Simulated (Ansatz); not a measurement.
The system is LaFeGe.

```
La Ge Fe
1.0
     4.23181    0.00000    0.00000
    -2.11590    3.66485    0.00000
     0.00000    0.00000    4.28578
La Ge Fe
1 1 1
Direct
  0.00000 0.00000 0.00000
  0.66667 0.33333 0.50000
  0.33333 0.66667 0.50000
```

The cell comes from a database or a generator and needn't be the stable form of this composition.

Base run:

```yaml
Program: Ansatz 0.2.0
Functional: PBE
Potentials_or_basis: Ansatz PAW
Cutoff: "420 eV (not typed: the program's choice for these potentials)"
k_mesh: 6 × 6 × 5
Occupations: fermi-dirac, width 0.05 eV
Spin: collinear spin, ferromagnetic start
Starting_moments: "[0.0, 0.0, 1.5] μB"
Fixed_moment: 1.5 μB
```

Its results: pressure -1.4 GPa; site moments La -0.12; Ge -0.03; Fe +1.79 μB.

The run is repeated on the same cell with these changes: fixed moment from 1.5 μB to 2.2 μB; moments at the start from [0.0, 0.0, 1.5] to [0.0, 0.0, 2.2]. What comes out?

Pressure -0.1 GPa; site moments La -0.06; Ge +0.00; Fe +2.19 μB.

Caveats: the total moment is fixed, so each spin has its own Fermi level; the thresholds are loose for stress.
